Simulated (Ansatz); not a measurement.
## TiRh, space group P4/mmm: an equation of state with a fit, step by step

With the Ansatz DFT code, driven from Python.

Typed at the interpreter:
```pycon
>>> import ansatz as az
>>> from ase.eos import EquationOfState
>>> from ase.units import GPa
>>> import numpy as np
>>> vectors0 = np.array([
...     [2.988, 0.0, 0.0],
...     [0.0, 2.988, 0.0],
...     [0.0, 0.0, 3.35],
... ])
>>> sites = [
...     ("Ti", (0.5, 0.5, 0.5)),
...     ("Rh", (0.0, 0.0, 0.0)),
... ]
>>> def build(cell):
...     crystal = az.Crystal(lattice=az.Lattice.of(cell))
...     for symbol, position in sites:
...         crystal = crystal.atom(symbol, position)
...     return crystal
...
>>> volumes, energies, pressures = [], [], []
>>> for scale in np.linspace(0.9, 1.1, 9):
...     cell = vectors0 * scale ** (1 / 3)
...     setup = (
...         build(cell).calculation()
...         .functional("pbesol")
...         .basis(18 * az.Ha)
...         .pseudopotentials("paw")
...         .occupations(az.OccupationsMethod.FERMI_DIRAC, width=0.15)
...         .kpoints(8, 8, 7)
...         .stress()
...     )
...     summary = setup.run(threads=1, pin="off").report
...     volumes.append(abs(np.linalg.det(cell)) / len(sites))
...     energies.append(summary["free_energy_ev"] / len(sites))
...     pressures.append(np.trace(summary["stress_gpa"]) / 3)
...     print(f"V = {volumes[-1]:8.4f} A^3/atom  F = {energies[-1]:.5f} eV/atom  P = {pressures[-1]:8.3f} GPa")
...
V =  13.4592 A^3/atom  F = -4407.05809 eV/atom  P =   17.527 GPa
V =  13.8330 A^3/atom  F = -4407.09032 eV/atom  P =   10.264 GPa
V =  14.2069 A^3/atom  F = -4407.10673 eV/atom  P =    3.944 GPa
V =  14.5808 A^3/atom  F = -4407.10937 eV/atom  P =   -1.555 GPa
V =  14.9546 A^3/atom  F = -4407.10003 eV/atom  P =   -6.336 GPa
V =  15.3285 A^3/atom  F = -4407.08029 eV/atom  P =  -10.490 GPa
V =  15.7024 A^3/atom  F = -4407.05150 eV/atom  P =  -14.095 GPa
V =  16.0762 A^3/atom  F = -4407.01488 eV/atom  P =  -17.218 GPa
V =  16.4501 A^3/atom  F = -4406.97148 eV/atom  P =  -19.917 GPa
>>> eos = EquationOfState(volumes, energies, eos="vinet")
>>> v0, e0, bulk = eos.fit()
>>> print(f"V0 = {v0:.4f} A^3/atom, E0 = {e0:.5f} eV/atom, B = {bulk / GPa:.1f} GPa")
V0 = 14.4697 A^3/atom, E0 = -4407.10991 eV/atom, B = 206.7 GPa
>>> eos.plot("eos.png")
<Axes: title={'center': 'vinet: E: -4407.110 eV, V: 14.470 Å$^3$, B: 206.736 GPa'}, xlabel='volume [Å$^3$]', ylabel='energy [eV]'>
```

A third-order Birch-Murnaghan fit through the 9 points (the script's own form differs a little) has its minimum at 14.47 Å³ an atom, 3.2 % below the typed cell, with a bulk modulus of 207 GPa and dB/dP = 4.5. From that minimum the energy rises by 51.8 meV an atom on the compressed side and 138.4 meV on the expanded side.

Absolute energies stand on the zero of these potentials, so only differences at equal settings mean something. Spin is left out of this run. Shape and fractional positions are held along the curve, so the bulk modulus is an upper value where they are free to relax. The mesh is modest for a metal, so energies can be off by several to tens of meV an atom and pressures by half a GPa or more; differences at equal mesh fare better. A Fermi-Dirac width this large means warm electrons, whose thermal share enters the free energy. Pressure is positive in compression. At these settings the cell as given stands under about -6 GPa, so it isn't at this functional's equilibrium volume. The starting cell is as deposited in a crystallographic database; the results hold for this polymorph, which needn't be the stable one. The whole script took 22 s on 1 thread of Arm Neoverse V1, with other jobs on the host, peak memory 0.41 GiB.
